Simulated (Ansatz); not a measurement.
# CH3AlF2S (SMILES C[S][Al]([F])[F]) at 6 levels

We compute a comparison of 6 runs (HF/STO-3G, HF/def2-SVP, B3LYP/6-31G*, PBE/def2-SVP, PBE0/def2-SVP) of CH3AlF2S. 

The calculation is run with Ansatz 0.2.0.

4 further runs of the same task are left out: 4 set aside as unsound or not needed.

### Step 1. The molecule

CH3AlF2S: 8 atoms, total charge 0, spin state singlet. SMILES: `C[S][Al]([F])[F]`. Geometry: relaxed at PBE0-D4/def2-TZVP.

Bond lengths: C1–S2 1.828 Å, S2–Al3 2.143 Å, Al3–F4 1.637 Å, Al3–F5 1.642 Å, C1–H6 1.089 Å, C1–H7 1.089 Å, C1–H8 1.088 Å. Angles: C1–S2–Al3 100.8°, S2–Al3–F4 120.9°, S2–Al3–F5 120.3°, F4–Al3–F5 118.8°, S2–C1–H6 108.4°, S2–C1–H7 108.1°, S2–C1–H8 112.1°, H6–C1–H7 109.5°, H6–C1–H8 109.4°, H7–C1–H8 109.3°.

### Step 2. Energy and forces at HF/STO-3G (run 1)

job.yaml

```yaml
crystal:
  periodic: [false, false, false]
  atoms:
    - {symbol: C, position_ang: [-0.685200, -0.191000, 1.173500]}
    - {symbol: S, position_ang: [0.485100, -1.211200, 0.207700]}
    - {symbol: Al, position_ang: [0.908100, 0.103300, -1.431700]}
    - {symbol: F, position_ang: [1.930400, -0.347100, -2.628200]}
    - {symbol: F, position_ang: [0.210100, 1.587700, -1.506300]}
    - {symbol: H, position_ang: [-1.638200, -0.714900, 1.221000]}
    - {symbol: H, position_ang: [-0.283000, -0.075000, 2.178400]}
    - {symbol: H, position_ang: [-0.835000, 0.791100, 0.729900]}
basis:
  gaussian: {orbitals: STO-3G}
hamiltonian: {xc: hf}
accuracy: high
output: {forces: true, orbitals: {seedname: orbitals}}
```

Command:

```sh
ansatz run job.yaml --threads 1 --pin off --max-ram 2610MiB --events-out events.jsonl --progress --plain --runs-dir runs
```

The program printed:

```text
Warning: RAYON_NUM_THREADS=1 ignored (pool sized by the plan → 1); use --threads N
Functional definition: HF
  name "HF"
  exchange = exact_x
  correlation = 0
721 factors; integrals over basis functions are off by at most 4.1e-8 eV
mean field evaluation 1: about -23603.4259 eV, gradient 2.9e1 eV
mean field evaluation 2: about -23603.5268 eV, gradient 2.9e1 eV
mean field evaluation 4: about -23607.1575 eV, gradient 1.4e0 eV
mean field evaluation 8: about -23607.1694 eV, gradient 3.2e-2 eV
mean field -23607.16944499 eV, -867.5474755891 hartree, gradient 1.0e-8 eV, S^2 0.000000; 0 other end points of the search recorded, 0 dependent functions left out
the calculation of the forces begins
reference -23607.16944499 eV, -867.5474755891 hartree; 28, 28 occupied and 8, 8 virtual orbitals, 721 factors
Total energy: -23607.16944499 eV, -867.5474755891 hartree
Atom 0 at    -0.685200    -0.191000     1.173500 Å, force     0.806417    -0.729794    -0.629476 eV/Å
Atom 1 at     0.485100    -1.211200     0.207700 Å, force    -0.039552     1.121114    -0.791312 eV/Å
Atom 2 at     0.908100     0.103300    -1.431700 Å, force    -0.098629     0.018278     0.133549 eV/Å
Atom 3 at     1.930400    -0.347100    -2.628200 Å, force    -0.801362     0.418909     0.887709 eV/Å
Atom 4 at     0.210100     1.587700    -1.506300 Å, force     0.623022    -1.252108     0.011814 eV/Å
Atom 5 at    -1.638200    -0.714900     1.221000 Å, force    -0.012088     0.313632     0.209534 eV/Å
Atom 6 at    -0.283000    -0.075000     2.178400 Å, force    -0.349675     0.152237    -0.028652 eV/Å
Atom 7 at    -0.835000     0.791100     0.729900 Å, force    -0.128133    -0.042267     0.206834 eV/Å
Dipole moment:    -0.071131     0.109604     0.020990 e Å
```

It took 1.6 s on 1 thread of Intel Xeon Platinum 8488C (Sapphire Rapids), shared host; peak memory 0.11 GiB.

### Step 3. Energy and forces at HF/def2-SVP (run 2)

Edit job.yaml of step 2 so:

```diff
@@ -12,4 +12,6 @@
 basis:
-  gaussian: {orbitals: STO-3G}
-hamiltonian: {xc: hf}
+  gaussian:
+    orbitals: def2-SVP
+hamiltonian:
+  xc: hf
 accuracy: high
```

Command:

```sh
ansatz run job.yaml --threads 1 --pin off --max-ram 2610MiB --events-out events.jsonl --progress --plain --runs-dir runs
```

The program printed, cut to the lines that bear on the results:

```text
Warning: RAYON_NUM_THREADS=1 ignored (pool sized by the plan → 1); use --threads N
[... 2 set-up lines as earlier in the session ...]
[...]
1989 factors; integrals over basis functions are off by at most 8.9e-9 eV
[...]
mean field -23884.58848931 eV, -877.7424374266 hartree, gradient 2.9e-8 eV, S^2 0.000000; 0 other end points of the search recorded, 0 dependent functions left out
[...]
reference -23884.58848931 eV, -877.7424374266 hartree; 28, 28 occupied and 65, 65 virtual orbitals, 1989 factors
Total energy: -23884.58848931 eV, -877.7424374266 hartree
Atom 0 at    -0.685200    -0.191000     1.173500 Å, force    -0.195677     0.111431     0.217611 eV/Å
Atom 1 at     0.485100    -1.211200     0.207700 Å, force     0.136703    -0.102448    -0.127329 eV/Å
Atom 2 at     0.908100     0.103300    -1.431700 Å, force     0.081343    -0.062259    -0.073694 eV/Å
Atom 3 at     1.930400    -0.347100    -2.628200 Å, force     0.023627     0.026001    -0.055603 eV/Å
Atom 4 at     0.210100     1.587700    -1.506300 Å, force    -0.007814     0.020653    -0.004212 eV/Å
Atom 5 at    -1.638200    -0.714900     1.221000 Å, force     0.041223     0.056225     0.032134 eV/Å
Atom 6 at    -0.283000    -0.075000     2.178400 Å, force    -0.066442     0.006516    -0.043411 eV/Å
Atom 7 at    -0.835000     0.791100     0.729900 Å, force    -0.012962    -0.056121     0.054503 eV/Å
Dipole moment:    -0.278176     0.067457     0.362063 e Å
```

Wall time 4.2 s (1 thread of Intel Xeon Platinum 8488C (Sapphire Rapids), shared host); peak memory 0.29 GiB.

Run 3 isn't shown in full; the table further down has it.

### Step 4. Energy and gradient at B3LYP/6-31G(d) (Cartesian functions) (run 4)

molecule.yaml

```yaml
crystal:
  periodic: [false, false, false]
  atoms:
    - {symbol: C, position_ang: [-0.685200, -0.191000, 1.173500]}
    - {symbol: S, position_ang: [0.485100, -1.211200, 0.207700]}
    - {symbol: Al, position_ang: [0.908100, 0.103300, -1.431700]}
    - {symbol: F, position_ang: [1.930400, -0.347100, -2.628200]}
    - {symbol: F, position_ang: [0.210100, 1.587700, -1.506300]}
    - {symbol: H, position_ang: [-1.638200, -0.714900, 1.221000]}
    - {symbol: H, position_ang: [-0.283000, -0.075000, 2.178400]}
    - {symbol: H, position_ang: [-0.835000, 0.791100, 0.729900]}
basis:
  gaussian: {orbitals: "6-31G*"}
hamiltonian: {xc: {name: B3LYP}}
accuracy: high
output: {forces: true, orbitals: {seedname: orbitals}}
```

Command:

```sh
ansatz run molecule.yaml --threads 1 --pin off --max-ram 2610MiB --events-out events.jsonl --progress --plain --runs-dir runs
```

The program printed, cut to the lines that bear on the results:

```text
Warning: RAYON_NUM_THREADS=1 ignored (pool sized by the plan → 1); use --threads N
Functional definition: B3LYP
  name "B3LYP"
[...]
1869 factors; integrals over basis functions are off by at most 6.4e-9 eV
[...]
mean field -23957.11435954 eV, -880.4077139976 hartree, gradient 6.6e-9 eV, S^2 0.000000; 0 other end points of the search recorded, 0 dependent functions left out
[...]
reference -23957.11439943 eV, -880.4077154635 hartree; 28, 28 occupied and 61, 61 virtual orbitals, 1869 factors
Total energy: -23957.11439943 eV, -880.4077154635 hartree
Atom 0 at    -0.685200    -0.191000     1.173500 Å, force    -0.234342     0.191974     0.208863 eV/Å
Atom 1 at     0.485100    -1.211200     0.207700 Å, force     0.307145    -0.469980    -0.099122 eV/Å
Atom 2 at     0.908100     0.103300    -1.431700 Å, force     0.016511    -0.065522     0.022911 eV/Å
Atom 3 at     1.930400    -0.347100    -2.628200 Å, force     0.215493    -0.081680    -0.261883 eV/Å
Atom 4 at     0.210100     1.587700    -1.506300 Å, force    -0.147264     0.301202    -0.005021 eV/Å
Atom 5 at    -1.638200    -0.714900     1.221000 Å, force    -0.113757    -0.015141     0.036041 eV/Å
Atom 6 at    -0.283000    -0.075000     2.178400 Å, force    -0.003758     0.037300     0.112964 eV/Å
Atom 7 at    -0.835000     0.791100     0.729900 Å, force    -0.040027     0.101848    -0.014752 eV/Å
Dipole moment:    -0.264722     0.084591     0.328907 e Å
```

It took 10 s on 1 thread of Intel Xeon Platinum 8488C (Sapphire Rapids), shared host; peak memory 0.32 GiB.

Run 5 isn't shown in full; the table further down has it.

### Step 5. Energy and forces at PBE0/def2-SVP (run 6)

run.yaml

```yaml
basis:
  gaussian:
    orbitals: def2-SVP
crystal:
  periodic: [false, false, false]
  atoms:
    - {symbol: C, position_ang: [-0.685200, -0.191000, 1.173500]}
    - {symbol: S, position_ang: [0.485100, -1.211200, 0.207700]}
    - {symbol: Al, position_ang: [0.908100, 0.103300, -1.431700]}
    - {symbol: F, position_ang: [1.930400, -0.347100, -2.628200]}
    - {symbol: F, position_ang: [0.210100, 1.587700, -1.506300]}
    - {symbol: H, position_ang: [-1.638200, -0.714900, 1.221000]}
    - {symbol: H, position_ang: [-0.283000, -0.075000, 2.178400]}
    - {symbol: H, position_ang: [-0.835000, 0.791100, 0.729900]}
total_charge: 0
hamiltonian:
  xc: {name: PBE0}
accuracy: high
output:
  forces: true
  orbitals: {seedname: orbitals}
```

Command:

```sh
ansatz run run.yaml --threads 1 --pin off --max-ram 2610MiB --events-out events.jsonl --progress --plain --runs-dir runs
```

The program printed, cut to the lines that bear on the results:

```text
Warning: RAYON_NUM_THREADS=1 ignored (pool sized by the plan → 1); use --threads N
Functional definition: PBE0
  name "PBE0"
[...]
1989 factors; integrals over basis functions are off by at most 8.9e-9 eV
[...]
mean field -23933.08630060 eV, -879.5246991184 hartree, gradient 4.0e-8 eV, S^2 0.000000; 0 other end points of the search recorded, 0 dependent functions left out
[...]
reference -23933.08630344 eV, -879.5246992230 hartree; 28, 28 occupied and 65, 65 virtual orbitals, 1989 factors
Total energy: -23933.08630344 eV, -879.5246992230 hartree
Atom 0 at    -0.685200    -0.191000     1.173500 Å, force     0.146793    -0.101358    -0.133962 eV/Å
Atom 1 at     0.485100    -1.211200     0.207700 Å, force     0.081628    -0.129712    -0.023676 eV/Å
Atom 2 at     0.908100     0.103300    -1.431700 Å, force    -0.066334    -0.283509     0.314213 eV/Å
Atom 3 at     1.930400    -0.347100    -2.628200 Å, force     0.322589    -0.142416    -0.377230 eV/Å
Atom 4 at     0.210100     1.587700    -1.506300 Å, force    -0.235632     0.455330     0.010862 eV/Å
Atom 5 at    -1.638200    -0.714900     1.221000 Å, force    -0.290846    -0.141649     0.033765 eV/Å
Atom 6 at    -0.283000    -0.075000     2.178400 Å, force     0.096253     0.040924     0.305581 eV/Å
Atom 7 at    -0.835000     0.791100     0.729900 Å, force    -0.054450     0.302390    -0.129553 eV/Å
Dipole moment:    -0.265441     0.054993     0.352778 e Å
```

Wall time 8.4 s (1 thread of Intel Xeon Platinum 8488C (Sapphire Rapids), shared host); peak memory 0.35 GiB.

### Step 6. The series

```
run                               level  Cartesian functions  energy (Eh)  dipole moment (D)  HOMO energy (eV)  LUMO energy (eV)  wall time
  1                           HF/STO-3G                   no  -867.547476               0.64             -6.66              9.49      1.6 s
  2                         HF/def2-SVP                   no  -877.742437               2.22            -10.34              2.16      4.2 s
  3  B3LYP/6-31G* (spherical functions)                   no  -880.399567               2.07             -7.22             -1.08      9.9 s
  4  B3LYP/6-31G* (Cartesian functions)                  yes  -880.407715               2.07             -7.22             -1.10       10 s
  5                        PBE/def2-SVP                   no  -879.457869               2.06             -6.27             -1.60      8.1 s
  6                       PBE0/def2-SVP                   no  -879.524699               2.14             -7.54             -0.77      8.4 s
```

### Step 7. What came out

| quantity | value |
| --- | --- |
| run 6: total energy | -879.52470 Eh |
| run 6: dipole moment | 2.14 D |
| run 6: HOMO energy | -7.54 eV |
| run 6: LUMO energy | -0.77 eV |
| run 6: HOMO–LUMO gap | 6.77 eV |
| run 6: largest force on an atom | 0.516 eV/Å |

The dipole moment (its size) runs from 0.64 D (HF/STO-3G) to 2.22 D (HF/def2-SVP). The HOMO–LUMO gap runs from 4.66 eV (PBE/def2-SVP) to 16.15 eV (HF/STO-3G). The two ends differ in method and basis. Totals of different functionals can't be ranked against each other. In run 1 the basis is minimal, so the values are rough. All runs together took 42 s, the longest 10 s.
